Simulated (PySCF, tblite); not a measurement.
# C₈H₁₆N₂: infrared bands and NMR shifts

Aim: predict the infrared bands and NMR shifts of C₈H₁₆N₂ (`CC(C)(C)/C=N/NC1CC1`).

Programs: tblite 0.8.0 and PySCF 2.14.0, with density-fitted response routines of our own. Each step states its level of theory. These are calculated values for one molecule in the gas phase, unless marked as measured. Atoms count from 0, in the outputs and in this text.

**1. The starting structure**

26 atoms, charge 0, multiplicity 1; geometry from: GFN2-xTB.

Bonds of the start (Å): C0–C1 1.53, C1–C2 1.53, C1–C3 1.53, C1–C4 1.50, C4–N5 1.26, N5–N6 1.35, N6–C7 1.43, C7–C8 1.49, C8–C9 1.50, C9–C7 1.51, C0–H10 1.09, C0–H11 1.09, C0–H12 1.09, C2–H13 1.09, C2–H14 1.09, C2–H15 1.09, C3–H16 1.09, C3–H17 1.09, C3–H18 1.09, C4–H19 1.09, N6–H20 1.01, C7–H21 1.09, C8–H22 1.08, C8–H23 1.08, C9–H24 1.08, C9–H25 1.08.

**2. Harmonic vibrations with GFN2-xTB**

Job settings and geometry (Å):

```
{"job": {"kind": "ir", "xc": "GFN2-xTB", "basis": "xTB"}, "charge": 0, "multiplicity": 1}
C     -2.039442     1.562935     0.182641
C     -1.771976     0.065349    -0.004063
C     -2.217852    -0.374538    -1.397074
C     -2.540154    -0.727734     1.061603
C     -0.303107    -0.186915     0.194379
N      0.357707    -0.866507    -0.642746
N      1.652496    -1.191625    -0.466864
C      2.496409    -0.545902     0.487897
C      3.906952    -0.227787     0.114705
C      2.921523     0.888313     0.291931
H     -3.100352     1.774239     0.068478
H     -1.727454     1.888937     1.172918
H     -1.490790     2.140878    -0.557961
H     -1.677894     0.182616    -2.157558
H     -2.008136    -1.430057    -1.539532
H     -3.284138    -0.201702    -1.524572
H     -2.356231    -1.792559     0.939479
H     -2.223889    -0.435675     2.061034
H     -3.609003    -0.545788     0.971167
H      0.126434     0.240613     1.104896
H      2.086115    -1.413361    -1.353328
H      2.300969    -0.876845     1.503203
H      4.227717    -0.465164    -0.889000
H      4.676445    -0.362638     0.858880
H      3.008251     1.528254     1.156345
H      2.568351     1.395275    -0.593740
```

**Question.** This job is followed by: GIAO PBE0/pcSseg-1 NMR shielding, non-relativistic, gas phase. Predict these results of the whole session: strongest single infrared mode (GFN2-xTB); zero-point energy (GFN2-xTB); ¹³C shifts against TMS (PBE0/pcSseg-1, means over atoms taken as alike); ¹H shifts against TMS (PBE0/pcSseg-1, means over atoms taken as alike); ¹⁵N shifts against NH3 (PBE0/pcSseg-1).

The runs gave:

| quantity | value |
| --- | --- |
| strongest single infrared mode (GFN2-xTB) | 523 cm⁻¹, 113 km/mol |
| zero-point energy (GFN2-xTB) | 143.1 kcal/mol |
| ¹³C shifts against TMS (PBE0/pcSseg-1, means over atoms taken as alike) | 143.7, 37.0, 30.0, 28.0, 7.8 ppm |
| ¹H shifts against TMS (PBE0/pcSseg-1, means over atoms taken as alike) | 6.91, 4.54, 2.56, 1.07, 0.69, 0.30 ppm |
| ¹⁵N shifts against NH3 (PBE0/pcSseg-1) | 369.1, 142.3 ppm |

No mode is imaginary among the 72: a minimum at this level. The strongest single mode, at 523 cm⁻¹, is carried by H20, N6, C4. GFN2-xTB is a fitted tight-binding method: band positions and strengths are rough. Its intensities can rank the bands wrongly. At PBE0/pcSseg-1: The widest tensor belongs to N5: span 570 ppm, with a paramagnetic part of -430 ppm.
